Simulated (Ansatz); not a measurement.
Working through an equation of state with a fit of Pt3Rh, space group Pm-3m

Computed with Ansatz 0.2.0 through its Python package.

Run as a notebook:

In [1]:
```python
import ansatz
import numpy as np
from scipy.optimize import curve_fit
```

In [2]:
```python
VECTORS = np.array([
    [3.909869, 0.0, 0.0],
    [0.0, 3.909869, 0.0],
    [0.0, 0.0, 3.909869],
])
SITES = [
    ("Rh", (0.5, 0.5, 0.5)),
    ("Pt", (0.5, 0.0, 0.0)),
    ("Pt", (0.0, 0.5, 0.0)),
    ("Pt", (0.0, 0.0, 0.5)),
]
```

In [3]:
```python
def crystal_on(cell):
    crystal = ansatz.Crystal(lattice=ansatz.Lattice.of(cell))
    for symbol, position in SITES:
        crystal = crystal.atom(symbol, position)
    return crystal
```

In [4]:
```python
def vinet(v, e0, v0, b0, b1):
    eta = (v / v0) ** (1 / 3)
    return e0 + 2 * b0 * v0 / (b1 - 1) ** 2 * (2 - (5 + 3 * b1 * (eta - 1) - 3 * eta) * np.exp(-1.5 * (b1 - 1) * (eta - 1)))
```

In [5]:
```python
# uniform scaling of the cell
volumes, energies = [], []
for scale in np.linspace(0.9, 1.1, 9):
    cell = VECTORS * scale ** (1 / 3)
    model = (
        crystal_on(cell).calculation()
        .mixing("anderson", ndim=4, beta=0.2)
        .functional("pbesol")
        .basis(470, xc_grid=3)
        .occupations("Fermi-Dirac", width=10 * ansatz.meV)
        .scf(extra_bands=2, algorithm="direct_min")
        .eigensolver("davidson")
        .kpoints(6, 6, 6)
    )
    summary = model.run(threads=1).report
    volumes.append(abs(np.linalg.det(cell)) / len(SITES))
    energies.append(summary["free_energy_ev"] / len(SITES))
    print(f"V = {volumes[-1]:8.4f} A^3/atom  F = {energies[-1]:.5f} eV/atom")
```
```text
V =  13.4484 A^3/atom  F = -10872.45465 eV/atom
V =  13.8219 A^3/atom  F = -10872.51340 eV/atom
V =  14.1955 A^3/atom  F = -10872.54758 eV/atom
V =  14.5691 A^3/atom  F = -10872.56075 eV/atom
V =  14.9426 A^3/atom  F = -10872.55605 eV/atom
V =  15.3162 A^3/atom  F = -10872.53612 eV/atom
V =  15.6897 A^3/atom  F = -10872.50324 eV/atom
V =  16.0633 A^3/atom  F = -10872.45965 eV/atom
V =  16.4369 A^3/atom  F = -10872.40709 eV/atom
```

In [6]:
```python
guess = (min(energies), volumes[int(np.argmin(energies))], 0.5, 4.5)
(e0, v0, b0, b1), _ = curve_fit(vinet, np.array(volumes), np.array(energies), p0=guess, maxfev=20000)
print(f"Vinet fit: V0 = {v0:.4f} A^3/atom, B0 = {160.21766 * b0:.1f} GPa, B1 = {b1:.2f}")
print("largest residual", round(1000 * float(np.abs(vinet(np.array(volumes), e0, v0, b0, b1) - energies).max()), 3), "meV/atom")
```
```text
Vinet fit: V0 = 14.6479 A^3/atom, B0 = 289.8 GPa, B1 = 5.41
largest residual 0.074 meV/atom
```

A third-order Birch-Murnaghan fit through the 9 points (the script's own form differs a little) has its minimum at 14.65 Å³ an atom, 2.0 % below the typed cell, with a bulk modulus of 289 GPa. From that minimum the energy rises by 106.4 meV an atom on the compressed side and 154.0 meV on the expanded side.

What to keep in mind:
- These settings explore the input space; cutoff and mesh may be short of convergence.
- For a metal this k-point mesh is coarse: on a finer one energies can move by several to tens of meV an atom and pressures by half a GPa or more, differences at one mesh by less.
- Spin-orbit coupling, which matters for elements this heavy, is left out.
- This cell is a computed structure, which may not be the phase found in nature.
- Finished in 2.2 min on 1 thread of Arm Neoverse V2, on a shared host, peak memory 0.58 GiB.
